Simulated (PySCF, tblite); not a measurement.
# C4H10AsB: dynamics, then NMR shifts on frames

How do NMR shifts of C4H10AsB (`[AsH2]BC1CCC1`) change as the atoms move?

Programs: tblite 0.8.0 and PySCF 2.14.0, with density-fitted response routines of our own. Each step states its level of theory. These are calculated values for one molecule in the gas phase, unless marked as measured. Atoms are numbered from 0 throughout.

## Step 1: The starting structure

16 atoms, charge 0, multiplicity 1; geometry from: GFN2-xTB.

Bonds of the start (Å): As0–B1 2.00, B1–C2 1.57, C2–C3 1.55, C3–C4 1.53, C4–C5 1.53, C5–C2 1.55, As0–H6 1.50, As0–H7 1.50, B1–H8 1.18, C2–H9 1.10, C3–H10 1.09, C3–H11 1.09, C4–H12 1.09, C4–H13 1.09, C5–H14 1.09, C5–H15 1.09.

## Step 2: Dynamics with GFN2-xTB

Job settings and geometry (Å):

```
{"job": {"kind": "md", "xc": "GFN2-xTB", "basis": "xTB", "temperature": 600, "steps": 2000, "every": 50, "frames": 5}, "charge": 0, "multiplicity": 1}
As     2.546687    -1.267425    -0.073279
B      1.492121     0.426265     0.006337
C      0.042878     0.505231     0.601794
C     -0.820752    -0.774866     0.672530
C     -1.791425    -0.171425    -0.351318
C     -1.051062     1.170450    -0.275996
H      3.807682    -0.639859     0.440431
H      2.184352    -1.732144     1.307349
H      1.932135     1.405350    -0.476606
H      0.121775     1.001446     1.576813
H     -1.274008    -0.951579     1.646902
H     -0.318779    -1.691214     0.349593
H     -1.730395    -0.641201    -1.331580
H     -2.834385    -0.144246    -0.040213
H     -0.702928     1.563244    -1.230177
H     -1.611494     1.950915     0.235943
```

Level: GFN2-xTB Langevin dynamics, gas phase.

The run is started by

```console
> OMP_NUM_THREADS=1 python probes_run.py task.json out
```

This one command runs all jobs of the session in turn.

The program printed:

```text
t/fs     T/K      E/eV
    0.0   487.9   -468.56625
   25.0   330.2   -468.11974
   50.0   277.0   -467.74573
   75.0   379.6   -467.75789
  100.0   412.3   -467.70209
  125.0   459.4   -467.95843
  150.0   352.3   -467.52045
  175.0   494.1   -467.39868
  200.0   501.4   -467.09895
  225.0   541.9   -467.52189
  250.0   469.7   -467.45022
  275.0   606.9   -467.70810
  300.0   546.3   -467.54328
  325.0   575.7   -467.67034
  350.0   392.4   -467.45225
  375.0   587.9   -467.66098
  400.0   650.0   -467.42998
  425.0   533.6   -467.43538
  450.0   602.0   -467.29278
  475.0   706.7   -467.48661
  500.0   768.8   -467.39804
  525.0   557.0   -467.33754
  550.0   628.4   -467.50761
  575.0   477.5   -467.11549
  600.0   669.3   -467.49437
  625.0   692.8   -467.58688
  650.0   500.1   -467.57489
  675.0   601.3   -467.66031
  700.0   608.8   -467.51085
  725.0   574.9   -467.52828
  750.0   506.8   -467.87546
  775.0   374.8   -467.66994
  800.0   602.3   -467.67325
  825.0   440.3   -467.61923
  850.0   554.3   -467.77501
  875.0   459.3   -467.39808
  900.0   653.8   -467.40470
  925.0   673.6   -467.19586
  950.0   610.1   -467.17508
  975.0   711.6   -467.52141
 1000.0   559.9   -467.46588
```

It took 11 s on 1 thread of Intel Xeon Platinum 8488C, shared host.

Distance from the start (root mean square after alignment): 0 fs 0.00 Å, 200 fs 0.53 Å, 400 fs 0.91 Å, 600 fs 0.75 Å, 800 fs 0.97 Å, 1000 fs 1.23 Å.

Positions (Å) and forces (eV/Å) at 1000 fs:

```xyz
16

As    3.004   -0.911    0.952   -0.582   -0.125   -0.154
B     1.065   -0.192    0.856   -0.178    0.107    0.216
C    -0.286   -1.037    0.987    0.662    3.441    0.328
C    -1.184   -0.734   -0.236   -0.804   -0.862   -1.153
C    -2.350   -0.662    0.734   -1.552    0.272    0.437
C    -1.394   -0.312    1.878    0.502    1.097    0.924
H     3.532    0.451    1.075    0.363    0.456    0.036
H     3.224   -1.103    2.440   -0.381    0.032   -0.155
H     0.851    0.983    0.528    0.458   -1.153    0.302
H    -0.372   -1.986    1.384    0.465   -2.262   -0.015
H    -1.286   -1.479   -1.158    0.418    1.368    1.954
H    -1.034    0.297   -0.594    0.342   -0.643   -0.219
H    -3.098    0.153    0.561    0.178   -0.990   -0.086
H    -2.815   -1.674    0.842    0.069    0.982    0.130
H    -1.241    0.813    2.013   -0.096   -1.211   -0.770
H    -1.567   -0.589    2.982    0.134   -0.508   -1.774
```

## Step 3: Nuclear shieldings: 250 fs, PBE0/pcSseg-1

Job settings and geometry (Å):

```
{"job": {"kind": "nmr", "xc": "PBE0", "basis": "pcSseg-1", "pop": false}, "charge": 0, "multiplicity": 1}
As     2.513300    -0.798600    -0.002100
B      0.719300     0.153100     0.256000
C     -0.396400    -0.254700     1.181300
C     -1.305600    -1.437500     0.773000
C     -2.519100    -0.583500     0.375600
C     -1.811600     0.640800     1.058800
H      3.274100     0.540800    -0.242100
H      2.362700    -0.908300     1.459800
H      0.729300     1.333500    -0.192200
H     -0.270100    -0.502500     2.197800
H     -1.498900    -2.034200     1.651400
H     -0.961600    -2.124000     0.003400
H     -2.626400    -0.452700    -0.657000
H     -3.466100    -0.986900     0.782900
H     -1.678200     1.462900     0.408200
H     -2.317700     0.822200     1.967400
```

With the program's defaults for keys left out, this is: GIAO PBE0/pcSseg-1 NMR shielding, non-relativistic, gas phase.

The program printed:

```text
coarse grid: 57952 points
cycle   1  E = -2418.2716536538  dE = -3.228e-01  |g| = 7.325e-01  |ddm| = 3.612e+00
cycle   2  E = -2418.2676583801  dE =  3.995e-03  |g| = 5.807e-01  |ddm| = 7.378e-01
cycle   3  E = -2418.3116198906  dE = -4.396e-02  |g| = 1.345e-01  |ddm| = 5.415e-01
cycle   4  E = -2418.3158823764  dE = -4.262e-03  |g| = 2.602e-02  |ddm| = 1.650e-01
cycle   5  E = -2418.3160504574  dE = -1.681e-04  |g| = 6.588e-03  |ddm| = 3.293e-02
cycle   6  E = -2418.3160618728  dE = -1.142e-05  |g| = 1.683e-03  |ddm| = 8.209e-03
cycle   7  E = -2418.3160625382  dE = -6.654e-07  |g| = 5.212e-04  |ddm| = 1.882e-03
final grid: 122840 points
cycle   8  E = -2418.3160913205  dE = -3.600e-08  |g| = 6.298e-04  |ddm| = 2.241e-03
cycle   9  E = -2418.3160912542  dE =  6.625e-08  |g| = 8.305e-04  |ddm| = 1.156e-03
cycle  10  E = -2418.3160914041  dE = -1.499e-07  |g| = 4.936e-05  |ddm| = 6.707e-04
cycle  11  E = -2418.3160914048  dE = -6.494e-10  |g| = 9.026e-06  |ddm| = 6.245e-05
converged SCF energy = -2418.3160914048

GIAO shielding tensors (ppm)
atom      isotropic    diamagn.    paramagn.     s11        s22        s33       span
  0 As    1657.637    2878.861   -1221.224   1313.749   1671.497   1987.667    673.918
  1 B       -9.322     188.505    -197.827   -115.479    -28.317    115.830    231.309
  2 C      156.752     247.562     -90.811    134.922    165.992    169.341     34.419
  3 C      158.079     248.583     -90.504    125.067    160.940    188.230     63.163
  4 C      168.184     252.693     -84.509    153.957    170.339    180.257     26.300
  5 C      143.043     248.350    -105.306    107.169    141.626    180.335     73.165
  6 H       27.126      28.263      -1.136     20.829     22.775     37.775     16.946
  7 H       28.358      29.657      -1.299     20.501     26.464     38.109     17.608
  8 H       21.109      28.894      -7.786     13.229     22.359     27.738     14.510
  9 H       28.354      32.555      -4.202     24.961     27.585     32.515      7.554
 10 H       28.668      31.524      -2.857     25.371     28.245     32.387      7.016
 11 H       29.539      30.938      -1.399     25.061     28.985     34.572      9.511
 12 H       30.814      32.428      -1.614     28.261     29.051     35.131      6.870
 13 H       29.839      29.397       0.442     25.895     27.299     36.322     10.427
 14 H       29.340      31.092      -1.751     25.882     27.556     34.583      8.701
 15 H       28.574      30.843      -2.269     25.249     27.703     32.768      7.519
```

It took 27 s on 1 thread of Intel Xeon Platinum 8488C, shared host; peak memory 0.81 GiB.

Shifts follow as δ = σ(reference) − σ, with reference shieldings (ppm) from runs at the same level and on the same kind of geometry: 1H TMS 31.72, 13C TMS 186.9, 11B BF3·OEt2 100.1, 75As AsH3 1989. The references are single molecules in the gas phase. Shifts against hydride references such as AlH4− lie on their own scale. Each atom is listed at this fixed geometry, with no averaging over motion; a spectrum would average atoms that exchange fast.

```tsv
atoms	environment	σ (ppm)	δ (ppm)
C5	sp3 CH2 in a ring	143.0	43.9
C2	sp3 CH bonded to B	156.8	30.2
C3	sp3 CH2 in a ring	158.1	28.8
C4	sp3 CH2 in a ring	168.2	18.7
H8	hydrogen on a boron bonded to C, As	21.11	10.61
H6	hydrogen on an arsenic bonded to B	27.13	4.59
H9	hydrogen on an sp3 CH bonded to B	28.35	3.36
H7	hydrogen on an arsenic bonded to B	28.36	3.36
H15	hydrogen on an sp3 CH2 in a ring	28.57	3.14
H10	hydrogen on an sp3 CH2 in a ring	28.67	3.05
H14	hydrogen on an sp3 CH2 in a ring	29.34	2.38
H11	hydrogen on an sp3 CH2 in a ring	29.54	2.18
H13	hydrogen on an sp3 CH2 in a ring	29.84	1.88
H12	hydrogen on an sp3 CH2 in a ring	30.81	0.90
As0	arsenic bonded to B, 2 H	1658	331
B1	boron bonded to C, As, H	-9.3	109.4
```

Ring of atoms C2, C3, C4, C5: NICS(0) 0.3, NICS(1) 0.7, NICS(1)zz 7.0 ppm (means of both faces).

The fields below are evaluated on a grid from the run's orbitals.

Frontier orbitals at PBE0/pcSseg-1, with the share of their density that lies nearest to each atom:

```tsv
orbital	energy (eV)	lies on
HOMO	-6.99	As0 44 %; B1 14 %; H8 10 %
LUMO	-1.54	B1 52 %; H8 12 %
```

ELF in a plane through or near 8 of the atoms.

Ten even steps from '0' (0.00) to '9' (1.00):
```
0000000000000000000000000000
0000000000000000000000000000
0000000000000000000000000000
0000000002540006620000000000
0000000018994059970000000000
0000000029998079980000000000
0002898019998049961000000000
0007999216996016653100000000
0018999535114423786432000000
0016999458366731654898300000
0001461526857675746999700000
0001351633533571686999600000
0001463213100357252698200000
0001477653000366640021000000
0000367642000134430000000000
0000034421000001110000000000
0000001100000000000000000000
0000000000000000000000000000
0000000000000000000000000000
0000000000000000000000000000
```
The map spans 13.2 Å across and 9.0 Å up, centred on the molecule. Atoms in the plane (x, y in Å): As0 (-3.1, -0.6), B1 (-1.4, 0.4), C3 (0.8, -1.0), C4 (1.9, 0.0), H6 (-4.0, 0.6), H8 (-1.5, 1.6), H13 (2.9, -0.4), H14 (0.9, 1.9).

On the surface of density 0.002 e/bohr³ the electrostatic potential runs, from the 1st to the 99th percentile, from -0.70 V near As0 to 1.14 V near B1.

## Step 4: Nuclear shieldings: 425 fs, PBE0/pcSseg-1

Job settings and geometry (Å):

```
{"job": {"kind": "nmr", "xc": "PBE0", "basis": "pcSseg-1", "pop": false}, "charge": 0, "multiplicity": 1}
As     2.037200    -0.870300     0.301600
B      0.283200     0.339600     0.716600
C     -0.888000    -0.433600     1.427100
C     -1.628100    -1.392100     0.531400
C     -2.910000    -0.956400     1.318100
C     -2.257000     0.397800     1.707300
H      2.809400     0.468600     0.207300
H      2.319000    -1.007000     1.845600
H      0.315200     1.542600     0.758200
H     -0.529500    -0.917100     2.342600
H     -1.191600    -2.408800     0.432700
H     -1.678500    -0.954100    -0.440600
H     -3.926900    -0.903900     0.869800
H     -3.020700    -1.426300     2.344700
H     -2.693000     1.230100     1.109500
H     -2.396200     0.621200     2.728700
```

With the program's defaults for keys left out, this is: GIAO PBE0/pcSseg-1 NMR shielding, non-relativistic, gas phase.

The program printed:

```text
coarse grid: 57952 points
cycle   1  E = -2418.2758423605  dE = -4.759e-01  |g| = 7.237e-01  |ddm| = 3.500e+00
cycle   2  E = -2418.2711640212  dE =  4.678e-03  |g| = 5.700e-01  |ddm| = 6.931e-01
cycle   3  E = -2418.3127956778  dE = -4.163e-02  |g| = 1.399e-01  |ddm| = 5.197e-01
cycle   4  E = -2418.3173674493  dE = -4.572e-03  |g| = 2.752e-02  |ddm| = 1.589e-01
cycle   5  E = -2418.3175177794  dE = -1.503e-04  |g| = 5.321e-03  |ddm| = 2.658e-02
cycle   6  E = -2418.3175231889  dE = -5.409e-06  |g| = 1.445e-03  |ddm| = 6.596e-03
final grid: 122840 points
cycle   7  E = -2418.3175222120  dE =  2.520e-07  |g| = 1.856e-03  |ddm| = 3.723e-03
cycle   8  E = -2418.3175216238  dE =  5.883e-07  |g| = 2.465e-03  |ddm| = 4.147e-03
cycle   9  E = -2418.3175230848  dE = -1.461e-06  |g| = 8.271e-05  |ddm| = 2.215e-03
cycle  10  E = -2418.3175230869  dE = -2.099e-09  |g| = 2.527e-05  |ddm| = 1.311e-04
cycle  11  E = -2418.3175230870  dE = -1.014e-10  |g| = 2.641e-06  |ddm| = 1.990e-05
converged SCF energy = -2418.3175230870

GIAO shielding tensors (ppm)
atom      isotropic    diamagn.    paramagn.     s11        s22        s33       span
  0 As    1751.594    2877.863   -1126.269   1450.285   1844.724   1959.774    509.488
  1 B      -18.060     187.698    -205.757   -116.353    -45.037    107.211    223.563
  2 C      130.369     252.497    -122.127    109.285    129.961    151.862     42.576
  3 C      162.696     246.970     -84.274    129.386    171.068    187.635     58.249
  4 C      153.260     250.146     -96.886    134.506    152.217    173.058     38.552
  5 C      155.091     244.219     -89.128    142.369    146.257    176.647     34.278
  6 H       27.646      28.621      -0.975     21.420     23.342     38.174     16.754
  7 H       28.426      28.813      -0.387     21.200     24.855     39.225     18.025
  8 H       21.035      29.576      -8.541     11.993     23.684     27.428     15.435
  9 H       28.398      32.898      -4.501     24.194     28.870     32.129      7.935
 10 H       29.371      29.247       0.123     25.122     27.227     35.763     10.641
 11 H       30.399      31.609      -1.210     28.091     29.958     33.148      5.057
 12 H       29.031      27.655       1.376     24.521     26.038     36.533     12.011
 13 H       27.789      28.161      -0.372     24.449     26.783     32.134      7.685
 14 H       29.038      29.287      -0.248     25.858     27.368     33.890      8.032
 15 H       30.359      30.917      -0.557     26.271     28.694     36.113      9.842
```

It took 21 s on 1 thread of Intel Xeon Platinum 8488C, shared host; peak memory 1 GiB.

In short: δ C2 56.6, C4 33.7, C5 31.8, C3 24.2, H8 10.68, H6 4.07 ppm.

(Part 1 of 2 ends here.)
